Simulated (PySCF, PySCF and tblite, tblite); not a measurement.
# C₃H₅F₃Ge: telling isomers apart by computed NMR, part 2 of 2

PySCF and tblite. Atoms count from 0. The steps go on from the part before.

### 8 Couplings, isomer B, conformer 1: B3LYP/6-31G*+pcJ-1

The job: settings as JSON, then the geometry in Å.

```
{"job": {"xc": "B3LYP", "basis": {"default": "6-31G*", "H": "pcJ-1", "F": "pcJ-1"}, "nuclei": ["H", "F", "P", "Si", "B"], "kind": "j"}, "charge": 0, "multiplicity": 1}
F      1.975783     1.356860     0.999109
C      0.964557     0.625860     0.475928
C     -0.219982     1.125650     0.187980
Ge    -1.646575     0.011126    -0.541296
C      1.339815    -0.810610     0.255052
F      1.463655    -1.077173    -1.069429
F      0.333034    -1.617189     0.685619
H     -0.394713     2.173950     0.379567
H     -1.149068    -0.919861    -1.583028
H     -2.633310     0.957183    -1.144985
H     -2.304600    -0.728027     0.569477
H      2.272602    -1.098455     0.759981
```

Log:

```text
coarse grid: 51216 points
cycle   1  E = -2493.4441728387  dE =  3.335e-01  |g| = 9.449e-01  |ddm| = 3.178e+00
cycle   2  E = -2493.2402316106  dE =  2.039e-01  |g| = 1.472e+00  |ddm| = 1.357e+00
cycle   3  E = -2493.5744471022  dE = -3.342e-01  |g| = 1.411e-01  |ddm| = 8.971e-01
cycle   4  E = -2493.5775615684  dE = -3.114e-03  |g| = 6.715e-02  |ddm| = 1.633e-01
cycle   5  E = -2493.5784399675  dE = -8.784e-04  |g| = 2.171e-02  |ddm| = 6.220e-02
cycle   6  E = -2493.5785309102  dE = -9.094e-05  |g| = 4.951e-03  |ddm| = 1.865e-02
cycle   7  E = -2493.5785357186  dE = -4.808e-06  |g| = 7.275e-04  |ddm| = 4.020e-03
final grid: 108336 points
cycle   8  E = -2493.5785154131  dE =  4.251e-08  |g| = 9.715e-04  |ddm| = 1.521e-03
cycle   9  E = -2493.5785151413  dE =  2.718e-07  |g| = 1.502e-03  |ddm| = 1.541e-03
cycle  10  E = -2493.5785155803  dE = -4.390e-07  |g| = 1.747e-04  |ddm| = 1.041e-03
cycle  11  E = -2493.5785155877  dE = -7.352e-09  |g| = 3.140e-05  |ddm| = 1.589e-04
cycle  12  E = -2493.5785155878  dE = -1.824e-10  |g| = 3.364e-06  |ddm| = 2.472e-05
converged SCF energy = -2493.5785155878

Indirect spin-spin couplings (Hz)
  i      j    bonds     total        FC       PSO       DSO        SD
  0 F    5 F    3    -13.596    -4.353    -6.298    -0.651    -2.294
  0 F    6 F    3     -4.536    -9.690    -6.165    -0.967    12.286
  0 F    7 H    3     20.588    26.788    -5.365     0.187    -1.021
  0 F    8 H    4      1.358     2.233     0.276    -1.206     0.055
  0 F    9 H    4      5.747     6.594     0.658    -1.476    -0.030
  0 F   10 H    4      6.389     7.052     0.472    -1.196     0.061
  0 F   11 H    3      3.902     3.326     0.462     0.736    -0.621
  5 F    6 F    2    289.940    61.436   131.435     0.048    97.021
  5 F    7 H    4     -4.739    -4.937     0.634    -1.223     0.787
  5 F    8 H    5      6.220     4.986    -1.662     2.552     0.344
  5 F    9 H    5      4.081     5.922     0.211    -1.966    -0.087
  5 F   10 H    5      1.370     2.092     0.733    -1.362    -0.093
  5 F   11 H    2     60.175    63.069     1.273    -0.601    -3.566
  6 F    7 H    4     -1.356    -1.240     0.772    -1.343     0.456
  6 F    8 H    5     19.250    18.718    -1.229     1.587     0.174
  6 F    9 H    5     23.361    26.356     0.305    -3.295    -0.005
  6 F   10 H    5     15.831    15.083    -1.330     1.837     0.241
  6 F   11 H    2     60.336    62.828     1.419    -0.473    -3.438
  7 H    8 H    3      4.644     7.056     0.914    -3.326         -
  7 H    9 H    3      2.916     2.719    -0.054     0.251         -
  7 H   10 H    3      0.158     1.634     0.609    -2.085         -
  7 H   11 H    4      2.180     2.657     1.282    -1.758         -
  8 H    9 H    2     10.016    14.040     0.714    -4.738         -
  8 H   10 H    2      6.525    10.816     0.673    -4.964         -
  8 H   11 H    5      0.306     0.375     1.107    -1.176         -
  9 H   10 H    2      7.756    11.656     0.779    -4.678         -
  9 H   11 H    5     -1.622    -0.156     0.947    -2.412         -
 10 H   11 H    5     -0.399    -0.015     0.916    -1.300         -
```

Run time: 54 s. Hardware: 1 thread of Intel Xeon Platinum 8259CL at 2.50GHz, shared host; peak memory 0.92 GiB.

Key values: HOMO -7.71 eV, LUMO -0.97 eV; dipole 0.67 D.

### 9 The ensemble, isomer B: properties at PBE0/pcSseg-1

The job: settings as JSON, then the geometry in Å.

```
{"job": {"study": "conf", "smiles": "F/C(=[CH]/[GeH3])C(F)F", "search": {"seed": 1529, "n_embed": 60, "ff_keep": 14, "window": 2.5, "nmax": 5, "temps": [250, 298.15, 350], "t_ref": 298.15, "order": 0.0005}, "level": {"nmr": {"xc": "PBE0", "basis": "pcSseg-1"}, "j": {"xc": "B3LYP", "basis": {"default": "6-31G*", "H": "pcJ-1", "F": "pcJ-1"}, "nuclei": ["H", "F", "P", "Si", "B"]}}, "kind": "conf"}, "charge": 0, "multiplicity": 1}
F      1.975783     1.356860     0.999109
C      0.964557     0.625860     0.475928
C     -0.219982     1.125650     0.187980
Ge    -1.646575     0.011126    -0.541296
C      1.339815    -0.810610     0.255052
F      1.463655    -1.077173    -1.069429
F      0.333034    -1.617189     0.685619
H     -0.394713     2.173950     0.379567
H     -1.149068    -0.919861    -1.583028
H     -2.633310     0.957183    -1.144985
H     -2.304600    -0.728027     0.569477
H      2.272602    -1.098455     0.759981
```

Log:

```text
conformer  sym    E(xTB)   E(DFT)   G(298.15 K)  weight  dipole/D
    1     C1      0.000    0.000    0.000   1.0000    0.570

mean shielding (ppm) by class
class atoms           250 K   298.15 K      350 K
  0 F  0            246.677    246.677    246.677
  1 C  1             14.676     14.676     14.676
  2 C  2              78.82      78.82      78.82
  3 Ge 3           1579.763   1579.763   1579.763
  4 C  4             68.909     68.909     68.909
  5 F  5,6          293.637    293.637    293.637
  6 H  7              25.76      25.76      25.76
  7 H  8,9,10        27.696     27.696     27.696
  8 H  11            25.388     25.388     25.388
```

Run time: 84 s. Hardware: 1 thread of Intel Xeon Platinum 8259CL at 2.50GHz, shared host. This counts the runs that the step sums up.

The search (ETKDG and KDG, UFF, GFN2-xTB) embedded 60 structures, kept 3 distinct ones after the force field and 1 after xTB; 1 was carried on (window 2.5 kcal/mol at the search's own energies). Energies: PBE0/pcSseg-1 with D3(BJ).

The conformers at 298 K:

```tsv
no.	group	mirror pair	ΔE xTB	ΔE DFT	ΔG	weight (%)	μ (D)	F0–C1–C4–F5 (°)	A, B, C (GHz)
1	C1	yes	0.00	0.00	0.00	100.0	0.57	-109	2.60, 1.16, 0.94
```

Energies in kcal/mol. ΔG holds xTB vibrations and rotation, symmetry numbers and mirror pairs.

Shifts against references run at the same level (¹³C TMS 186.9, ¹H TMS 31.72, ⁷³Ge GeMe4 1331, ¹⁹F CFCl3 170.9 ppm of shielding), by class of atoms, at 298 K:

```tsv
atoms	environment	average
C1	fully substituted alkene carbon	172.2
C4	allylic sp3 CH bonded to 2 F	118.0
C2	alkene CH	108.1
H11	hydrogen on an allylic sp3 CH bonded to 2 F	6.33
H7	hydrogen on an alkene CH	5.96
H8, H9, H10	hydrogen on a germanium bonded to C	4.02
F0	vinylic fluorine	-75.7
F5, F6	fluorine of a CF2 group	-122.7
Ge3	germanium bonded to C, 3 H	-249
```

Couplings (Hz, B3LYP/6-31G*+pcJ-1; one pair named for each class), from conformers that hold 100 % of the weight:

```tsv
pair	bonds	average
F5–F6	2	289.9
F5–H11	2	60.3
H8–H9	2	8.1
F0–H7	3	20.6
F0–F5	3	-9.1
F0–H11	3	3.9
H7–H8	3	2.6
F0–H8	4	4.5
F5–H7	4	-3.0
H7–H11	4	2.2
```

Effective distances for nuclear Overhauser effects, ⟨r⁻⁶⟩^(−1/6) over all pairs of two classes (Å): H7···H8 3.28.

### 10 Shieldings, isomer B, conformer 1: PBE/pcSseg-1 in methanol

The job: settings as JSON, then the geometry in Å.

```
{"job": {"xc": "PBE", "basis": "pcSseg-1", "solvent": "methanol", "grid": 3, "kind": "nmr", "pop": false}, "charge": 0, "multiplicity": 1}
F      1.947587     1.330842     1.011487
C      0.956476     0.608963     0.478454
C     -0.234363     1.120862     0.202405
Ge    -1.664484     0.036661    -0.540086
C      1.373935    -0.815614     0.243387
F      1.456890    -1.049552    -1.083605
F      0.407073    -1.638924     0.710736
H     -0.393898     2.173596     0.427751
H     -1.162476    -0.970004    -1.507681
H     -2.616999     0.949857    -1.234028
H     -2.397748    -0.654332     0.555853
H      2.329205    -1.093041     0.709300
```

Log:

```text
coarse grid: 51216 points
cycle   1  E = -2492.6593057271  dE =  2.401e-01  |g| = 1.332e+00  |ddm| = 3.294e+00
cycle   2  E = -2492.2990860931  dE =  3.602e-01  |g| = 1.963e+00  |ddm| = 1.715e+00
cycle   3  E = -2492.7944644543  dE = -4.954e-01  |g| = 3.927e-01  |ddm| = 1.307e+00
cycle   4  E = -2492.8235768115  dE = -2.911e-02  |g| = 1.482e-01  |ddm| = 3.474e-01
cycle   5  E = -2492.8274817410  dE = -3.905e-03  |g| = 6.472e-02  |ddm| = 1.523e-01
cycle   6  E = -2492.8283241506  dE = -8.424e-04  |g| = 1.007e-02  |ddm| = 4.949e-02
cycle   7  E = -2492.8283417889  dE = -1.764e-05  |g| = 3.100e-03  |ddm| = 1.124e-02
cycle   8  E = -2492.8283434002  dE = -1.611e-06  |g| = 9.504e-04  |ddm| = 2.300e-03
final grid: 154824 points
cycle   9  E = -2492.8282720621  dE =  2.598e-07  |g| = 1.785e-03  |ddm| = 2.411e-03
cycle  10  E = -2492.8282708239  dE =  1.238e-06  |g| = 3.341e-03  |ddm| = 3.165e-03
cycle  11  E = -2492.8282725458  dE = -1.722e-06  |g| = 2.259e-04  |ddm| = 2.042e-03
cycle  12  E = -2492.8282725574  dE = -1.162e-08  |g| = 5.372e-05  |ddm| = 2.061e-04
cycle  13  E = -2492.8282725581  dE = -6.648e-10  |g| = 2.289e-05  |ddm| = 6.158e-05
converged SCF energy = -2492.8282725581

GIAO shielding tensors (ppm)
atom      isotropic    diamagn.    paramagn.     s11        s22        s33       span
  0 F      220.988     473.771    -252.783    108.174    240.329    314.462    206.287
  1 C        9.277     254.234    -244.956    -97.037     60.579     64.290    161.326
  2 C       80.194     260.851    -180.657    -11.486     81.252    170.814    182.299
  3 Ge    1532.556    2754.966   -1222.410   1480.266   1491.609   1625.791    145.525
  4 C       60.904     241.251    -180.347     46.838     65.310     70.565     23.727
  5 F      284.883     475.994    -191.111    185.322    311.223    358.104    172.782
  6 F      281.617     477.478    -195.862    187.857    297.993    359.000    171.143
  7 H       25.522      30.264      -4.742     22.876     26.277     27.414      4.538
  8 H       27.334      29.440      -2.106     19.755     24.619     37.626     17.871
  9 H       27.930      28.666      -0.736     21.193     22.555     40.041     18.848
 10 H       27.611      29.029      -1.418     20.919     22.761     39.153     18.234
 11 H       24.797      26.229      -1.432     22.360     23.062     28.968      6.608
```

Wall time 26 s (1 thread of Intel Xeon Platinum 8259CL at 2.50GHz, shared host); peak memory 1 GiB.

In short: HOMO -6.61 eV, LUMO -1.69 eV; dipole 0.92 D.

### 11 The ensemble, isomer B: properties at PBE/pcSseg-1 in methanol

The job: settings as JSON, then the geometry in Å.

```
{"job": {"study": "conf", "smiles": "F/C(=[CH]/[GeH3])C(F)F", "search": {"seed": 1529, "n_embed": 60, "ff_keep": 14, "window": 2.5, "nmax": 5, "temps": [250, 298.15, 350], "t_ref": 298.15, "order": 0.0005}, "level": {"nmr": {"xc": "PBE", "basis": "pcSseg-1", "solvent": "methanol", "grid": 3}, "alter": {"geometry": "GFN1-xTB"}, "change": "PBE/pcSseg-1; solvent methanol; grid level 3; GFN1-xTB geometries"}, "kind": "conf"}, "charge": 0, "multiplicity": 1}
F      1.947587     1.330842     1.011487
C      0.956476     0.608963     0.478454
C     -0.234363     1.120862     0.202405
Ge    -1.664484     0.036661    -0.540086
C      1.373935    -0.815614     0.243387
F      1.456890    -1.049552    -1.083605
F      0.407073    -1.638924     0.710736
H     -0.393898     2.173596     0.427751
H     -1.162476    -0.970004    -1.507681
H     -2.616999     0.949857    -1.234028
H     -2.397748    -0.654332     0.555853
H      2.329205    -1.093041     0.709300
```

Log:

```text
conformer  sym    E(xTB)   E(DFT)   G(298.15 K)  weight  dipole/D
    1     C1      0.000    0.000    0.000   1.0000    0.918

mean shielding (ppm) by class
class atoms           250 K   298.15 K      350 K
  0 F  0            220.988    220.988    220.988
  1 C  1              9.277      9.277      9.277
  2 C  2             80.194     80.194     80.194
  3 Ge 3           1532.556   1532.556   1532.556
  4 C  4             60.904     60.904     60.904
  5 F  5,6           283.25     283.25     283.25
  6 H  7             25.522     25.522     25.522
  7 H  8,9,10        27.625     27.625     27.625
  8 H  11            24.797     24.797     24.797
```

Wall time 26 s (1 thread of Intel Xeon Platinum 8259CL at 2.50GHz, shared host). This counts the runs that the step sums up.

Against the first level, at 298 K (shieldings, ppm; largest changes first):

```tsv
atoms	PBE0/pcSseg-1	PBE/pcSseg-1 in methanol	change
Ge3	1580	1533	-47
F0	246.7	221.0	-25.7
F5, F6	293.6	283.2	-10.4
C4	68.9	60.9	-8.0
C1	14.7	9.3	-5.4
C2	78.8	80.2	+1.4
H11	25.39	24.80	-0.59
H7	25.76	25.52	-0.24
H8, H9, H10	27.70	27.62	-0.07
```

Weights: from PBE0/pcSseg-1 energies 1: 100 %; from PBE/pcSseg-1 in methanol energies 1: 100 % (with a dispersion term where the level has one and the same thermal terms, so they don't follow from the SCF energies alone). Times: 84 s and 26 s.

### 12 Assigning the signals

The job: settings as JSON, then the geometry in Å.

```
{"job": {"study": "set", "relation": "E/Z isomers", "members": [{"smiles": "[F:1]/[C:2](=[CH:3]\\[GeH3:4])[CH:5]([F:6])[F:7]"}, {"smiles": "[F:1]/[C:2](=[CH:3]/[GeH3:4])[CH:5]([F:6])[F:7]"}], "charge": 0, "search": {"seed": 1529, "n_embed": 60, "ff_keep": 14, "window": 2.5, "nmax": 5, "temps": [250, 298.15, 350], "t_ref": 298.15, "order": 0.0005}, "level": {"nmr": {"xc": "PBE0", "basis": "pcSseg-1"}, "j": {"xc": "B3LYP", "basis": {"default": "6-31G*", "H": "pcJ-1", "F": "pcJ-1"}, "nuclei": ["H", "F", "P", "Si", "B"]}}, "dp4": {"C": [1.5, 10], "H": [0.2, 10]}, "second_levels": [{"nmr": {"xc": "PBE", "basis": "pcSseg-1", "solvent": "methanol", "grid": 3}, "wide": true, "alter": {"geometry": "GFN1-xTB"}, "change": "PBE/pcSseg-1; solvent methanol; grid level 3; GFN1-xTB geometries"}], "kind": "set"}, "charge": 0, "multiplicity": 1}
F     -0.173572     0.373509     1.575884
C     -0.584058     0.148633     0.302689
C      0.313585    -0.177682    -0.607581
Ge     2.174102    -0.310420    -0.038259
C     -2.069331     0.315882     0.125024
F     -2.630497    -0.827083    -0.341551
F     -2.339434     1.265635    -0.804470
H     -0.018675    -0.355094    -1.616993
H      2.283375    -1.345920     1.024695
H      2.610097     1.004361     0.505174
H      3.009675    -0.686212    -1.213160
H     -2.574067     0.593705     1.062519
```

Log:

```text
isomer  G rel   conformers  SMILES
A     0.000      1   F/C(=[CH]\[GeH3])C(F)F
B     2.088      1   F/C(=[CH]/[GeH3])C(F)F

signals of isomer B at the second level: probabilities [0.00961, 0.99039]
```

It took 3.3 min on 1 thread of Intel Xeon Platinum 8259CL at 2.50GHz, shared host; peak memory 1 GiB. This counts the whole study up to here.

The 2 candidates (E/Z isomers), with energies and dipoles from their ensembles above, at 298 K; shieldings at PBE0/pcSseg-1:

```tsv
isomer	SMILES	conformers	ΔE	ΔG	μ rms (D)
A	F/C(=[CH]\[GeH3])C(F)F	1	0.00	0.00	0.80
B	F/C(=[CH]/[GeH3])C(F)F	1	1.23	2.09	0.57
```

Energies in kcal/mol.

The signals of isomer B, computed at a second level (PBE/pcSseg-1 in methanol on GFN1-xTB geometries), stand in for a spectrum. The test takes 3 C values, 2 H values (hydrogens on carbon alone). Each candidate's shieldings are matched to them by assigned atoms (like hydrogens of one group may swap) by a straight-line fit, or by a shift alone where signals are few or close (slope 1; a small slope inflates the errors), and the errors are weighed by Student-t tails (C: width 1.5 ppm, H: width 0.2 ppm).

```tsv
candidate	C slope	C mean error	C largest	H slope	H mean error	H largest	P(C)	P(H)	P(all)
A	1.00	4.8	7.2	1.00	0.23	0.23	2.1	31.4	1.0
B	1.00	3.6	5.4	1.00	0.18	0.18	97.9	68.6	99.0
```

Errors in ppm, probabilities in per cent.

### 13 Results

This closing draws on all 2 parts.

| quantity | value |
| --- | --- |
| conformers, isomer A | 1; the first in weight is no. 1 (Cs), 100 % at 298 K |
| root-mean-square dipole, isomer A | 0.80 D |
| averaged ¹³C shifts, isomer A (PBE0/pcSseg-1) | 176.3, 115.8, 109.2 ppm |
| averaged ¹H shifts, isomer A (PBE0/pcSseg-1) | 6.35, 6.09, 3.89 ppm |
| averaged ¹⁹F shifts, isomer A (PBE0/pcSseg-1) | -83.3, -123.8 ppm |
| conformers, isomer B | 1; the first in weight is no. 1 (C1), 100 % at 298 K |
| root-mean-square dipole, isomer B | 0.57 D |
| averaged ¹³C shifts, isomer B (PBE0/pcSseg-1) | 172.2, 118.0, 108.1 ppm |
| averaged ¹H shifts, isomer B (PBE0/pcSseg-1) | 6.33, 5.96, 4.02 ppm |
| averaged ¹⁹F shifts, isomer B (PBE0/pcSseg-1) | -75.7, -122.7 ppm |
| lowest in free energy | isomer A |
| signals of B (PBE/pcSseg-1 in methanol on GFN1-xTB geometries) | best fit B, 99 % |

The search found one conformer for isomer A in the window, so the averages are its own values. Spin-orbit coupling is left out, which matters at and beside the heavy atoms. The search found one conformer for isomer B in the window, so the averages are its own values. Going from PBE0/pcSseg-1 to PBE/pcSseg-1 in methanol moves Ge3 of isomer B most, by 47 ppm of raw shielding (the geometries differ too). The test names the right isomer, B, with 99 %. The stand-in spectrum is computed, so it shares conformers and some errors with the candidates; a measured one would test harder.
